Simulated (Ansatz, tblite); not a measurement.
**The cluster Nb₃H₃Se₉: one state, many levels**

The task here is to estimate one member of a computed series from the others.

Computed with Ansatz 0.2.0, Gaussian basis. Level: as each input shows.

Plan: GFN1-xTB, GFN2-xTB, PBE-D4/def2-TZVP, r2SCAN-D4/def2-TZVP, r2SCAN0-D4/def2-TZVP, BLYP-D4/def2-TZVP, PBE-QIDH/def2-TZVP, PBE+5HF/def2-SVP, PBE+10HF/def2-SVP, PBE+15HF/def2-SVP, PBE+35HF/def2-SVP, PBE+50HF/def2-SVP, PBE-D4/def2-SVP, PBE0-D4/def2-SVP, MP2/def2-SVP, RPA/def2-SVP.

1 further run of the same task is left out (it didn't finish). Runs told in other sessions of the task aren't counted.

### The relaxed structure

The singlet was relaxed beforehand with PBE-D4/def2-SVP.

15 atoms, charge 0, spin multiplicity 1.

Bond lengths: Nb1–Se4 2.502 Å, Nb1–Se5 2.582 Å, Nb1–Se6 2.772 Å, Nb1–Se7 2.494 Å, Nb1–Se8 2.541 Å, Nb2–Se7 2.491 Å, Nb2–Se8 2.501 Å, Nb2–Se9 2.587 Å, Nb2–Se10 2.821 Å, Nb2–Se11 2.510 Å, Nb3–Se5 2.459 Å, Nb3–Se6 2.555 Å, Nb3–Se9 2.478 Å, Nb3–Se10 2.544 Å, Nb3–Se12 2.502 Å, Se4–H13 1.501 Å, Se6–Se10 2.438 Å, Se11–H14 1.486 Å and more. Angles: Se4–Nb1–Se5 121.6°, Se4–Nb1–Se6 109.1°, Se4–Nb1–Se7 114.1°, Se4–Nb1–Se8 86.7°, Se5–Nb1–Se6 77.8°, Se5–Nb1–Se7 89.1°, Se5–Nb1–Se8 147.7°, Se6–Nb1–Se7 135.3°, Se6–Nb1–Se8 78.2°, Se7–Nb1–Se8 93.0°, Se7–Nb2–Se8 94.0°, Se7–Nb2–Se9 90.6°, Se7–Nb2–Se10 133.6°, Se7–Nb2–Se11 100.8°, Se8–Nb2–Se9 146.7°, Se8–Nb2–Se10 78.2°, Se8–Nb2–Se11 97.1°, Se9–Nb2–Se10 74.8° and more.

Nb takes a core potential in the def2 sets. No spin-orbit coupling is included.

PBE0-D4/def2-TZVP was run before; its log isn't repeated, and its numbers join the tables.

Set-up of the first run:

Tight binding, by tblite at 300 K electronic temperature and without a spin-polarisation term:

```python
tblite.interface.Calculator('GFN1-xTB', numbers, positions, charge=0, uhf=0).singlepoint()
```

Tight binding, by tblite at 300 K electronic temperature and without a spin-polarisation term:

```python
tblite.interface.Calculator('GFN2-xTB', numbers, positions, charge=0, uhf=0).singlepoint()
```

start.molden holds the orbitals of an earlier run on this state, given as this run's starting guess.

Input file in.yaml:

```yaml
crystal:
  periodic: [false, false, false]
  atoms:
    - {symbol: Nb, position_ang: [-1.501798, -0.643074, 0.112818]}
    - {symbol: Nb, position_ang: [0.136470, 1.714043, 0.082162]}
    - {symbol: Nb, position_ang: [1.734254, -1.214821, 0.084021]}
    - {symbol: Se, position_ang: [-3.878206, -1.161116, -0.475028]}
    - {symbol: Se, position_ang: [-0.023586, -2.330833, 1.391661]}
    - {symbol: Se, position_ang: [0.157476, -1.602924, -1.888905]}
    - {symbol: Se, position_ang: [-1.246753, 0.955090, 2.010238]}
    - {symbol: Se, position_ang: [-1.637644, 1.219775, -1.609849]}
    - {symbol: Se, position_ang: [2.285561, 0.892667, 1.265598]}
    - {symbol: Se, position_ang: [1.603964, 0.359945, -1.909993]}
    - {symbol: Se, position_ang: [-0.224623, 4.195837, 0.191276]}
    - {symbol: Se, position_ang: [3.623519, -2.846391, 0.259966]}
    - {symbol: H, position_ang: [-3.847784, -2.199418, 0.608863]}
    - {symbol: H, position_ang: [-1.698954, 4.321338, 0.056954]}
    - {symbol: H, position_ang: [4.490505, -1.700717, -0.155084]}
basis:
  gaussian: {orbitals: def2-TZVP, fitting: {mean_field: def2-universal-jkfit}, initial_orbitals: start.molden}
hamiltonian: {xc: pbe, dispersion: d4}
scf: {omitted_lower_state_checks: [starts]}
output: {orbitals: {seedname: orbitals}}
```

Started as:

```console
$ ansatz run in.yaml --threads 2 --pin off --events-out ev --progress --plain --max-ram 32768MiB --backend cuda --devices 0, --max-vram 18GiB
```

Among the steps run: PBE-D4/def2-TZVP; r2SCAN-D4/def2-TZVP; r2SCAN0-D4/def2-TZVP; BLYP-D4/def2-TZVP; PBE-QIDH/def2-TZVP; PBE+5HF/def2-SVP; PBE+10HF/def2-SVP; PBE+15HF/def2-SVP; PBE+35HF/def2-SVP; PBE+50HF/def2-SVP; PBE-D4/def2-SVP; PBE0-D4/def2-SVP; MP2/def2-SVP; RPA/def2-SVP.

One table of the session follows, with a row left open; its other results are not shown here.

It belongs to the step «Binding energy». 

| level | binding an atom (eV) |
| --- | --- |
| HF/def2-SVP | 1.711 |
| PBE-D4/def2-SVP | 3.889 |
| PBE-D4/def2-TZVP | 3.856 |
| BLYP-D4/def2-TZVP | ? |
| r2SCAN-D4/def2-TZVP | 3.674 |
| PBE0-D4/def2-SVP | 3.623 |
| PBE0-D4/def2-TZVP | 3.608 |
| r2SCAN0-D4/def2-TZVP | 3.457 |
| MP2/def2-SVP | 3.766 |

Q: Estimate the row for BLYP-D4/def2-TZVP from the others.

**Answer.** binding an atom (eV): 3.739. In the column «binding an atom (eV)» it lies between r2SCAN-D4/def2-TZVP (3.674) and MP2/def2-SVP (3.766).

To keep in mind: Free atoms were run apart at each level; binding is atoms less cluster, divided by the number of atoms, without zero-point or spin-orbit terms.
